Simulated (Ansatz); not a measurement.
# TePt: the cost of one run

Program: Ansatz 0.2.0. Level of theory: DFT LDA, scalar-relativistic, plane waves, PAW. These are calculated values, not measurements.

The COD entry's cell or inner coordinates are ideal or old and differ from later refinements, so a difference from it is no clean test against experiment.

1 further run of the same task is left out (set aside as unsound or not needed).

### 1 The starting structure

It takes space group R-3m (No. 166, trigonal). Conventional cell: a = 3.935 Å, b = 3.935 Å, c = 19.682 Å, α = 90.00°, β = 90.00°, γ = 120.00°. Te (site symmetry 3m) is surrounded by 3 Pt at 2.58 Å. Around Pt (site symmetry 3m) lie 3 Te at 2.58 Å and 3 Pt at 2.69 Å.

Structure file:

```cif
data_structure
_symmetry_space_group_name_H-M 'P 1'
_symmetry_Int_Tables_number 1
_cell_length_a 6.9430
_cell_length_b 6.9430
_cell_length_c 6.9430
_cell_angle_alpha 32.927
_cell_angle_beta 32.927
_cell_angle_gamma 32.927
_cell_volume 88.00
loop_
_atom_site_label
_atom_site_type_symbol
_atom_site_fract_x
_atom_site_fract_y
_atom_site_fract_z
_atom_site_occupancy
Te1 Te 0.59896 0.59896 0.59896 1
Te2 Te 0.40104 0.40104 0.40104 1
Pt1 Pt 0.86990 0.86990 0.86990 1
Pt2 Pt 0.13010 0.13010 0.13010 1
```

It is the result of an earlier relaxation at this level (volume 22.00 Å³/atom; gap on the mesh: none (metal)).

### 2 Tight relaxation for the response runs, with the smearing for a metal

The response runs start from a cell at rest, found with their own mesh and filling of the bands.

input.yaml reads:

```yaml
crystal:
  lattice:
    - [1.9677120645, 1.1360590901, 6.5607449064]
    - [-1.9677120645, 1.1360590901, 6.5607449064]
    - [0.0, -2.2721181802, 6.5607449064]
  atoms:
    - { symbol: Te, position: [0.5989564113, 0.5989564113, 0.5989564113] }
    - { symbol: Te, position: [0.4010435887, 0.4010435887, 0.4010435887] }
    - { symbol: Pt, position: [0.8699036092, 0.8699036092, 0.8699036092] }
    - { symbol: Pt, position: [0.1300963908, 0.1300963908, 0.1300963908] }
basis:
  ecutwfc: 420
kpoints:
  mp_grid: { grid: [12, 12, 12] }
hamiltonian:
  xc: lda
scf:
  occupations: { method: fermi_dirac, width: 0.15 }
output:
  forces: true
  stress: true
  eigenvalues: true
relax:
  adjacent_minimum: "off"
  f_tol: 0.001
  max_steps: 60
  cell: { stress_tol: 0.01 }
```

Command:

```bash
$ ansatz run input.yaml --threads 1 --pin off --max-ram 3072MiB --backend cpu --events-out ev --progress --plain --runs-dir out
```

**Question.** How long does this run take on 1 thread of AMD EPYC (Zen 3), shared host, and how much memory does it need?

About 4.2 min, with a peak of 0.75 GiB.
